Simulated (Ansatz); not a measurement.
**AlSiH3Cl2 (SMILES [SiH3][Al]([Cl])[Cl]): SVWN5/def2-SVP**

What is the vertical singlet–triplet gap of AlSiH3Cl2 at SVWN5/def2-SVP? 

The calculation is run with Ansatz 0.2.0.

45 further runs of the same task are left out: 45 set aside as unsound or not needed. Runs told in other sessions of the task aren't counted.

## Step 1: The structure to begin with

The species is AlSiH3Cl2 (7 atoms), meant as a singlet with charge 0. As SMILES, `[SiH3][Al]([Cl])[Cl]`. The coordinates come from a PBE0-D4/def2-TZVP relaxation.

Bond lengths: Si1–Al2 2.433 Å, Al2–Cl3 2.091 Å, Al2–Cl4 2.091 Å, Si1–H5 1.486 Å, Si1–H6 1.488 Å, Si1–H7 1.488 Å. Angles: Si1–Al2–Cl3 120.8°, Si1–Al2–Cl4 122.3°, Cl3–Al2–Cl4 117.0°, Al2–Si1–H5 111.1°, Al2–Si1–H6 109.7°, Al2–Si1–H7 109.5°, H5–Si1–H6 109.1°, H5–Si1–H7 109.0°, H6–Si1–H7 108.3°.

## Step 2: A single-point energy at SVWN5/def2-SVP

run.yaml reads:

```yaml
crystal:
  periodic: [false, false, false]
  atoms:
    - symbol: Si
      position_ang: [-0.434800, 0.999700, -0.278300]
    - symbol: Al
      position_ang: [0.497800, -1.172400, 0.296300]
    - symbol: Cl
      position_ang: [2.290200, -1.318600, 1.363300]
    - symbol: Cl
      position_ang: [-0.432100, -2.964700, -0.245300]
    - symbol: H
      position_ang: [-1.709600, 0.853800, -1.028500]
    - symbol: H
      position_ang: [-0.687900, 1.781100, 0.962600]
    - symbol: H
      position_ang: [0.537600, 1.753200, -1.115800]
basis:
  gaussian:
    orbitals: def2-SVP
hamiltonian:
  xc: {name: SVWN5}
accuracy: high
output: {orbitals: {seedname: orbitals}}
```

Run with:

```bash
$ ansatz run run.yaml --threads 1 --pin off --max-ram 2610MiB --events-out events.jsonl --progress --plain --runs-dir runs
```

The log of the run:

```text
Warning: RAYON_NUM_THREADS=1 ignored (pool sized by the plan → 1); use --threads N
Functional definition: SVWN5
  name "SVWN5"
  exchange = slater_x
  correlation = vwn5_c
1713 factors; integrals over basis functions are off by at most 5.6e-9 eV
mean field evaluation 1: about -39416.9743 eV, gradient 2.0e1 eV
mean field evaluation 2: about -39416.7681 eV, gradient 2.3e1 eV
mean field evaluation 4: about -39418.4201 eV, gradient 1.2e0 eV
mean field evaluation 8: about -39418.4203 eV, gradient 1.4e-2 eV
mean field evaluation 16: about -39418.4203 eV, gradient 3.7e-6 eV
mean field -39418.42030764 eV, -1448.6002275410 hartree, gradient 4.6e-8 eV, S^2 0.000000; 0 other end points of the search recorded, 0 dependent functions left out
reference -39418.42031115 eV, -1448.6002276697 hartree; 32, 32 occupied and 55, 55 virtual orbitals, 1713 factors
Total energy: -39418.42031115 eV, -1448.6002276697 hartree
```

It took 3.6 s on 1 thread of Arm Neoverse V2, shared host; peak memory 0.2 GiB.

## Step 3: The triplet at the same level

job.yaml reads:

```yaml
crystal:
  periodic: [false, false, false]
  atoms:
    - {symbol: Si, position_ang: [-0.434800, 0.999700, -0.278300]}
    - {symbol: Al, position_ang: [0.497800, -1.172400, 0.296300]}
    - {symbol: Cl, position_ang: [2.290200, -1.318600, 1.363300]}
    - {symbol: Cl, position_ang: [-0.432100, -2.964700, -0.245300]}
    - {symbol: H, position_ang: [-1.709600, 0.853800, -1.028500]}
    - {symbol: H, position_ang: [-0.687900, 1.781100, 0.962600]}
    - {symbol: H, position_ang: [0.537600, 1.753200, -1.115800]}
basis:
  gaussian:
    orbitals: def2-SVP
hamiltonian:
  xc: {name: SVWN5}
output:
  orbitals: {seedname: orbitals}
accuracy: high
magnetization:
  spin_polarized: true
  initial_magnetization: 2
```

Run with:

```bash
$ ansatz run job.yaml --threads 1 --pin off --max-ram 2610MiB --events-out events.jsonl --progress --plain --runs-dir runs
```

The log of the run:

```text
Warning: RAYON_NUM_THREADS=1 ignored (pool sized by the plan → 1); use --threads N
Functional definition: SVWN5
  name "SVWN5"
  exchange = slater_x
  correlation = vwn5_c
1713 factors; integrals over basis functions are off by at most 5.6e-9 eV
mean field evaluation 1: about -39412.9842 eV, gradient 1.1e1 eV
mean field evaluation 2: about -39413.0836 eV, gradient 9.3e0 eV
mean field evaluation 4: about -39413.9264 eV, gradient 2.8e0 eV
mean field evaluation 8: about -39413.9837 eV, gradient 1.8e-1 eV
mean field evaluation 16: about -39413.9839 eV, gradient 2.9e-5 eV
mean field evaluation 32: about -39410.3225 eV, gradient 9.7e0 eV
mean field evaluation 64: about -39412.9418 eV, gradient 6.3e-2 eV
mean field -39413.98391428 eV, -1448.4371930918 hartree, gradient 7.8e-8 eV, S^2 2.001567; 6 other end points of the search recorded, 0 dependent functions left out
reference -39413.98391770 eV, -1448.4371932177 hartree; 33, 31 occupied and 54, 56 virtual orbitals, 1713 factors
Total energy: -39413.98391770 eV, -1448.4371932177 hartree
```

It took 11 s on 1 thread of Arm Neoverse V2, shared host; peak memory 0.25 GiB.

## Step 4: Results

Level: SVWN5/def2-SVP.

| quantity | value |
| --- | --- |
| singlet: total energy | -1448.60023 Eh |
| singlet: HOMO energy | -7.19 eV |
| singlet: LUMO energy | -2.60 eV |
| singlet: HOMO–LUMO gap | 4.58 eV |
| triplet: total energy | -1448.43719 Eh |
| triplet: HOMO energy (highest over α and β) | -3.00 eV |
| triplet: ⟨S²⟩ | 2.002 |
| vertical energy of the triplet above the singlet | 4.436 eV |

In words: At this shape the triplet lies 4.44 eV (102 kcal/mol) above the singlet.
